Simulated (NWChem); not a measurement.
# AsH3 (SMILES [H][As]([H])[H]) at 6 levels

Wanted: a comparison of 6 runs (HF/3-21G, HF/def2-SVP, B3LYP/6-31G*, TPSS/def2-TZVP, CCSD/6-31G*) of AsH3. 

Program for the calculation: NWChem 7.3.0.

**1. Starting point**

The species is AsH3 (4 atoms), meant as a singlet with charge 0. As SMILES, `[H][As]([H])[H]`. Geometry: a GFN2-xTB relaxation, a rough one for these elements and not checked as a minimum.

Bond lengths: As1–H2 1.496 Å, As1–H3 1.496 Å, As1–H4 1.496 Å. Angles: H2–As1–H3 89.4°, H2–As1–H4 89.3°, H3–As1–H4 89.1°.

**2. Energy and gradient at HF/3-21G (run 1)**

File work.nw:

```
echo
start work
memory 2200 mb
charge 0
geometry units angstroms noautosym nocenter noautoz
   As      -0.004370       0.005540       0.655970
   H        1.216520      -0.029700      -0.207950
   H       -0.582780       1.061080      -0.232340
   H       -0.629370      -1.036930      -0.215680
end
basis spherical bse
   * library 3-21G
end
scf
   thresh 1e-08
   maxiter 80
   print low
end
task scf gradient
```

The run is started by

```
$ nwchem work.nw > work.out
```

Standard output:

```text
[...]
  functions       =    28
[...]
  wavefunction    = RHF
[...]
         Total SCF energy =  -2225.125281579800
      One-electron energy =  -3177.438102880771
      Two-electron energy =    916.536060438337
 Nuclear repulsion energy =     35.776760862633
        Time for solution =      0.5s
[...]
                         RHF ENERGY GRADIENTS
    atom               coordinates                        gradient
                 x          y          z           x          y          z
   1 As     -0.008258   0.010469   1.239604    0.000118  -0.000012   0.000608
   2 H       2.298889  -0.056125  -0.392969   -0.014662   0.000274  -0.000272
   3 H      -1.101295   2.005150  -0.439059    0.006927  -0.013129  -0.000071
   4 H      -1.189337  -1.959514  -0.407576    0.007618   0.012867  -0.000265
 Task  times  cpu:        0.7s     wall:        0.7s
 Total times  cpu:        0.7s     wall:        0.7s
```

It took 1.3 s on 1 thread of Intel Xeon 6975P-C (Granite Rapids), shared host; peak memory 0.094 GiB.

**3. Energy and forces at HF/def2-SVP (run 2)**

File ash3.xyz:

```xyz
4

As    -0.004370     0.005540     0.655970
H      1.216520    -0.029700    -0.207950
H     -0.582780     1.061080    -0.232340
H     -0.629370    -1.036930    -0.215680
```

File ash3.nw:

```
start ash3
memory stack 880 mb heap 220 mb global 1100 mb

geometry units angstroms noautosym nocenter noautoz
 load ash3.xyz
end

basis spherical bse
 * library def2-SVP
end

scf
 singlet
 rhf
 thresh 1e-08
 maxiter 80
 print medium
end

task scf gradient
```

The run is started by

```
$ nwchem ash3.nw > ash3.out
```

Standard output:

```text
[...]
  functions       =    47
[...]
  wavefunction    = RHF
[...]
         Total SCF energy =  -2235.649051503602
      One-electron energy =  -3187.661349935742
      Two-electron energy =    916.235537569507
 Nuclear repulsion energy =     35.776760862633
        Time for solution =      2.6s
[...]
                         RHF ENERGY GRADIENTS
    atom               coordinates                        gradient
                 x          y          z           x          y          z
   1 As     -0.008258   0.010469   1.239604    0.000089   0.000027   0.005632
   2 H       2.298889  -0.056125  -0.392969   -0.010522   0.000164  -0.001908
   3 H      -1.101295   2.005150  -0.439059    0.004948  -0.009534  -0.001795
   4 H      -1.189337  -1.959514  -0.407576    0.005485   0.009343  -0.001929
[...]
```

Wall time 3.9 s (1 thread of Intel Xeon 6975P-C (Granite Rapids), shared host); peak memory 0.094 GiB.

Run 3 isn't shown in full; the table further down has it.

**4. Energy and forces at B3LYP/6-31G(d) (Cartesian functions) (run 4)**

File ash3.nw:

```
start ash3
title "AsH3 B3LYP"
memory stack 880 mb heap 220 mb global 1100 mb
charge 0

geometry units angstroms noautosym nocenter noautoz
 As      -0.004370       0.005540       0.655970
 H        1.216520      -0.029700      -0.207950
 H       -0.582780       1.061080      -0.232340
 H       -0.629370      -1.036930      -0.215680
end

basis
 * library 6-31G*
end

dft
 xc b3lyp
 mult 1
 grid xfine
 convergence energy 1e-08
 iterations 100
 mulliken
 noprint "final vectors analysis"
end

task dft gradient
```

The run is started by

```
$ nwchem ash3.nw > ash3.out
```

Standard output:

```text
[...]
          Wavefunction type:  closed shell.
          No. of atoms     :     4
          No. of electrons :    36
[...]
          Charge           :     0
          Spin multiplicity:     1
[...]
          AO basis - number of functions:    41
[...]
              XC Information
              --------------
                         B3LYP Method XC Potential
                     Hartree-Fock (Exact) Exchange  0.200
                        Slater Exchange Functional  0.800 local
                    Becke 1988 Exchange Functional  0.720 non-local
              Lee-Yang-Parr Correlation Functional  0.810
                  VWN I RPA Correlation Functional  0.190 local
[...]
 d= 0,ls=0.0,diis     1  -2237.4003486602 -2.27D+03  1.04D-02  1.05D+00     0.8
[...]
 d= 0,ls=0.0,diis     8  -2237.4172147050 -2.07D-10  3.60D-08  9.31D-13     4.9
         Total DFT energy =    -2237.417214705004
      One electron energy =    -3186.554243461264
           Coulomb energy =      997.512876725819
    Exchange-Corr. energy =      -84.152608832191
 Nuclear repulsion energy =       35.776760862633
[...]
      Total Density - Mulliken Population Analysis
     ---------------------------------------------
    Atom       Charge   Shell Charges
 -----------   ------   -------------------------------------------------------
    1 As  33    33.19   2.00  1.99  6.00  1.93  5.99  1.47  2.56  0.32  0.72  6.96  2.97  0.29
    2 H    1     0.94   0.49  0.45
    3 H    1     0.94   0.49  0.45
    4 H    1     0.94   0.49  0.45
[...]
  wavefunction    = closed shell
                         DFT ENERGY GRADIENTS
    atom               coordinates                        gradient
                 x          y          z           x          y          z
   1 As     -0.008258   0.010469   1.239604    0.000225  -0.000160  -0.016308
   2 H       2.298889  -0.056125  -0.392969   -0.013564   0.000302   0.005374
   3 H      -1.101295   2.005150  -0.439059    0.006350  -0.012051   0.005553
   4 H      -1.189337  -1.959514  -0.407576    0.006988   0.011909   0.005381
[...]
```

Run time: 6.3 s. Hardware: 1 thread of Intel Xeon 6975P-C (Granite Rapids), shared host; peak memory 0.12 GiB.

Run 5 isn't shown in full; the table further down has it.

**5. A single-point energy at CCSD/6-31G(d) (spherical functions) (run 6)**

File run.py:

```python
from ase import Atoms
from ase.calculators.nwchem import NWChem

system = Atoms('AsHHH', positions=[
    [-0.004370, 0.005540, 0.655970],
    [1.216520, -0.029700, -0.207950],
    [-0.582780, 1.061080, -0.232340],
    [-0.629370, -1.036930, -0.215680],
])

calc = NWChem(
    label='ash3',
    theory='ccsd',
    memory='2200 mb',
    basis='6-31G*',
    basispar='spherical bse',
    scf={'nopen': '0', 'rhf': None, 'thresh': '1e-08', 'maxiter': '80'},
    ccsd={'freeze': 'core 9', 'maxiter': '60'},
    task='energy',
)
system.calc = calc

print("Total energy (eV):", round(system.get_potential_energy(), 6))
```

The run is started by

```
$ export ASE_NWCHEM_COMMAND="nwchem PREFIX.nwi > PREFIX.nwo"
$ python run.py
```

Standard output:

```text
Total energy (eV): -60841.721427
```

The calculator wrote ash3.nwi:

```
title "ash3"

permanent_dir ash3

scratch_dir ash3

start ash3

geometry units angstrom nocenter noautosym noautoz
  As -4.3699999999999998e-03 5.5399999999999998e-03 6.5597000000000005e-01
  H  1.2165200000000000e+00 -2.9700000000000001e-02 -2.0795000000000000e-01
  H  -5.8277999999999996e-01 1.0610800000000000e+00 -2.3233999999999999e-01
  H  -6.2936999999999999e-01 -1.0369299999999999e+00 -2.1568000000000001e-01
end

memory 2200 mb

basis spherical bse noprint
   * library 6-31G*
end

scf
  nopen 0
  rhf
  thresh 1e-08
  maxiter 80
end
ccsd
  freeze core 9
  maxiter 60
end

task ccsd energy
```

ash3.nwo:

```text
Northwest Computational Chemistry Package (NWChem) 7.3.0
             --------------------------------------------------------

           Job information
           ---------------

    nwchem branch   = 7.3.0
    use scalapack   = T
    input           = ash3.nwi
    prefix          = ash3.
    data base       = ash3/ash3.db
    status          = startup
    nproc           =        1

           Memory information
           ------------------

    heap     =     72089596 doubles =      550.0 Mbytes
    stack    =     72089601 doubles =      550.0 Mbytes
    global   =    144179200 doubles =     1100.0 Mbytes (distinct from heap & stack)
    total    =    288358397 doubles =     2200.0 Mbytes
    verify   = yes
    hardfail = no

[... 117 lines left out ...]
         Quadratically convergent ROHF
[... 14 lines left out ...]
       Final RHF  results
[... 4 lines left out ...]
      Two-electron energy =    915.627341625339
[... 37 lines left out ...]
                       ROHF Final Molecular Orbital Analysis
[... 203 lines left out ...]
 Total MP2 energy:          -2235.880043789115007
[... 21 lines left out ...]
  Failed reading restart vector from ash3/ash3.t2
[... 3 lines left out ...]
             energy      energy      error      ampl     ampl      Block
[... 6 lines left out ...]
                  *************converged*************
[... 6 lines left out ...]
 Total CCSD energy:          -2235.892040660707607
[... 1 line left out ...]
 --------------------------------
 Spin Component Scaled (SCS) CCSD
 --------------------------------
 Same spin contribution:                 -0.068172617332126
 Same spin scaling factor:                1.130000000000000
 Opposite spin contribution:             -0.198585004989535
 Opposite spin scaling fact.:             1.270000000000000
 SCS-CCSD correlation energy:            -0.329238013922012
 Total SCS-CCSD energy:               -2235.954521052307882

 routine      calls  cpu(0)   cpu-min  cpu-ave  cpu-max   i/o
 aoccsd          1     0.00     0.00     0.00     0.00    0.00
 iterdrv         1     0.00     0.00     0.00     0.00    0.00
 pampt          11     0.01     0.01     0.01     0.01    0.00
[... 9 lines of this table left out ...]
 Total                 4.33     4.33     4.33     4.33    0.00

 Task  times  cpu:        8.0s     wall:        8.0s
 Total times  cpu:        8.0s     wall:        8.0s
```

It took 9 s on 1 thread of Intel Xeon 6975P-C (Granite Rapids), shared host; peak memory 0.1 GiB.

**6. All runs side by side**

```csv
run,level,iteration cap,module,energy (Eh),largest force (eV/Å),wall time
1,HF/3-21G,80,scf,-2225.125282,0.769,1.3 s
2,HF/def2-SVP,80,scf,-2235.649052,0.566,3.9 s
3,B3LYP/6-31G* (spherical functions),100,dft,-2237.411112,0.843,6.3 s
4,B3LYP/6-31G* (Cartesian functions),100,dft,-2237.417215,0.839,6.3 s
5,TPSS/def2-TZVP,100,dft,-2237.618523,0.627,15 s
6,CCSD/6-31G* (spherical functions),80,ccsd,-2235.892041,–,9 s
```

**7. Outcome**

| quantity | value |
| --- | --- |
| run 6: total energy | -2235.89204 Eh |
| run 6: HOMO energy (Hartree–Fock orbitals) | -10.53 eV |
| run 6: LUMO energy (Hartree–Fock orbitals) | 4.07 eV |
| run 6: HOMO–LUMO gap (Hartree–Fock orbitals) | 14.59 eV |
| run 6: correlation energy (9 core orbitals frozen) | -266.8 mEh |

Over runs 2, 3, 4, 5 the dipole moment (its size) runs from 0.27 D (TPSS/def2-TZVP) to 0.58 D (B3LYP/6-31G*). The two ends differ in method and basis. Over runs 2, 3, 5 the HOMO–LUMO gap runs from 6.96 eV (TPSS/def2-TZVP) to 14.73 eV (HF/def2-SVP). Totals of different functionals can't be ranked against each other. All runs together took 42 s, the longest 15 s.
